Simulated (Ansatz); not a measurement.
# C2H6F2Ge: the cost of one run

Program: the Python package of Ansatz 0.2.0. The levels of theory stand in the script. These are calculated values, not measurements.

### Step 1. Starting point

Bond lengths: C1–Ge2 1.891 Å, Ge2–C3 1.956 Å, C3–F4 1.476 Å, C3–F5 1.368 Å, C1–H6 1.112 Å, C1–H7 1.160 Å, C1–H8 1.087 Å, Ge2–H9 1.545 Å, Ge2–H10 1.567 Å, C3–H11 1.080 Å. Angles (14 of 18 angles, heavy atoms first): C1–Ge2–C3 109.5°, Ge2–C3–F4 107.2°, Ge2–C3–F5 110.2°, F4–C3–F5 107.5°, C1–Ge2–H9 107.9°, C1–Ge2–H10 109.3°, C3–Ge2–H9 111.4°, C3–Ge2–H10 110.7°, Ge2–C1–H6 112.5°, Ge2–C1–H7 108.9°, Ge2–C1–H8 111.8°, Ge2–C3–H11 108.6°, F4–C3–H11 111.5°, F5–C3–H11 111.8°.

The script holds or builds the structure itself.

### Step 2. Script

File torsion_c2h6f2ge.py:

```python
import warnings

import ansatz
from ase import Atoms


def main() -> None:
    warnings.simplefilter("ignore", ansatz.DeckWarning)

    atoms = Atoms(["C", "Ge", "C", "F", "F", "H", "H", "H", "H", "H", "H"], positions=[
        [-1.1978, 0.1632, 1.0698],
        [0.5497, -0.2409, 0.4723],
        [0.6339, -0.0576, -1.4734],
        [2.0157, -0.3764, -1.8817],
        [0.3869, 1.2376, -1.8364],
        [-1.9719, -0.4629, 0.5745],
        [-1.4524, 1.2561, 0.7743],
        [-1.2744, 0.1205, 2.1536],
        [0.8827, -1.6818, 0.9181],
        [1.5696, 0.726, 1.1653],
        [-0.0767, -0.7408, -1.9157],
    ])

    first = ansatz.Crystal.molecule_from_ase(atoms).calculation()
    first = first.basis(gaussian="def2-SVP").functional("pbe0")
    first = first.relax(force_tolerance=0.02, max_steps=80)
    atoms.positions = first.run(threads=1, pin="off").report["positions_ang"]

    start = atoms.get_dihedral(2, 1, 0, 5)
    energies = {}
    for turn in range(0, 121, 20):
        turned = atoms.copy()
        turned.set_dihedral(2, 1, 0, 5, start + turn, indices=[0, 5, 6, 7])
        calc = (
            ansatz.Crystal.molecule_from_ase(turned).calculation()
            .basis(gaussian="def2-SVP")
            .correlation("mp2")
        )
        energies[round((start + turn) % 360)] = calc.run(threads=1, pin="off").report["free_energy_ev"]
    floor = min(energies.values())
    print("dihedral C2-Ge1-C0-H5 (deg)   E - E(min) (kcal/mol)")
    for angle, e in sorted(energies.items()):
        print(f"{angle:8d} {23.060548 * (e - floor):14.3f}  " + "#" * int(30 * (e - floor) / max(max(energies.values()) - floor, 1e-9)))


if __name__ == "__main__":
    main()
```

### Step 3. Running it

Started as:

```sh
$ python torsion_c2h6f2ge.py
```

**Question.** How long does this script take on 1 thread of Arm Neoverse V2, shared host, and how much memory does it need?

About 58 s, with a peak of 0.37 GiB.
